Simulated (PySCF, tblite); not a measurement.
# C₄H₉BO: geometry, infrared bands and NMR shifts

Aim: predict the infrared bands and NMR shifts of C₄H₉BO (`C=COBCC`).

Programs: tblite 0.8.0 and PySCF 2.14.0, with density-fitted response routines of our own. Each step states its level of theory. These are calculated values for one molecule in the gas phase, unless marked as measured. Atoms are numbered from 0 throughout.

### Step 1. The starting structure

15 atoms, charge 0, multiplicity 1; geometry from: force field or distance geometry start.

Bonds of the start (Å): C0–C1 1.35, C1–O2 1.35, O2–B3 1.48, B3–C4 1.61, C4–C5 1.50, C0–H6 1.09, C0–H7 1.08, C1–H8 1.08, B3–H9 1.19, C4–H10 1.12, C4–H11 1.10, C5–H12 1.14, C5–H13 1.09, C5–H14 1.12.

### Step 2. Geometry optimisation with GFN2-xTB

Job settings and geometry (Å):

```
{"job": {"kind": "relax", "xc": "GFN2-xTB", "basis": "xTB"}, "charge": 0, "multiplicity": 1}
C      3.398500    -0.377600     0.265300
C      2.294800     0.404400     0.205000
O      1.059900    -0.121600     0.373300
B     -0.170400     0.207000    -0.377000
C     -1.484000    -0.576500     0.141200
C     -2.731000     0.236800    -0.060500
H      3.185900    -1.431200     0.436400
H      4.392200     0.023800     0.149600
H      2.456400     1.458300     0.044900
H     -0.265100     1.235500    -0.959500
H     -1.341000    -0.707400     1.241500
H     -1.588100    -1.576200    -0.294300
H     -3.431400    -0.029200     0.795800
H     -3.223300    -0.084800    -0.983500
H     -2.558000     1.346700    -0.022800
```

The run is started by

```sh
OMP_NUM_THREADS=1 python probes_run.py task.json out
```

One launch serves the whole session: the jobs run in the order shown.

**Question.** This job is followed by: GFN2-xTB harmonic vibrations, gas phase; GIAO PBE0/pcSseg-1 NMR shielding, non-relativistic, gas phase. What will the session give for the following? strongest single infrared mode (GFN2-xTB); zero-point energy (GFN2-xTB); ¹³C shifts against TMS (PBE0/pcSseg-1); ¹H shifts against TMS (PBE0/pcSseg-1, means over atoms taken as alike); ¹⁷O shifts against H2O (PBE0/pcSseg-1); ¹¹B shifts against BF3·OEt2 (PBE0/pcSseg-1).

The runs gave:

| quantity | value |
| --- | --- |
| strongest single infrared mode (GFN2-xTB) | 1275 cm⁻¹, 275 km/mol |
| zero-point energy (GFN2-xTB) | 77.0 kcal/mol |
| ¹³C shifts against TMS (PBE0/pcSseg-1) | 159.3, 104.6, 16.9, 11.7 ppm |
| ¹H shifts against TMS (PBE0/pcSseg-1, means over atoms taken as alike) | 7.00, 5.55, 5.20, 4.77, 1.15, 0.95 ppm |
| ¹⁷O shifts against H2O (PBE0/pcSseg-1) | 265.5 ppm |
| ¹¹B shifts against BF3·OEt2 (PBE0/pcSseg-1) | 52.3 ppm |

**Reading.** Over 83 steps the energy fell by 0.750 eV; of the close pairs, O2–B3 changed most, 1.478 to 1.340 Å. The lowest mode is imaginary (34i cm⁻¹), so the xTB geometry is not a minimum. The strongest single mode, at 1275 cm⁻¹, is carried by O2, B3, H11, H10. Unscaled tight-binding wavenumbers are off by several per cent, some by more. Its intensities can rank the bands wrongly. C1 (alkene carbon bearing oxygen) lies farthest downfield among carbon, at 159.3 ppm; an sp2 carbon further deshielded by the attached heteroatom. The most deshielded hydrogen is H8 (hydrogen on an alkene carbon bearing oxygen), at 7.00 ppm: olefinic region. At PBE0/pcSseg-1: The largest span, 405 ppm, is at O2, where the paramagnetic term is -327 ppm.
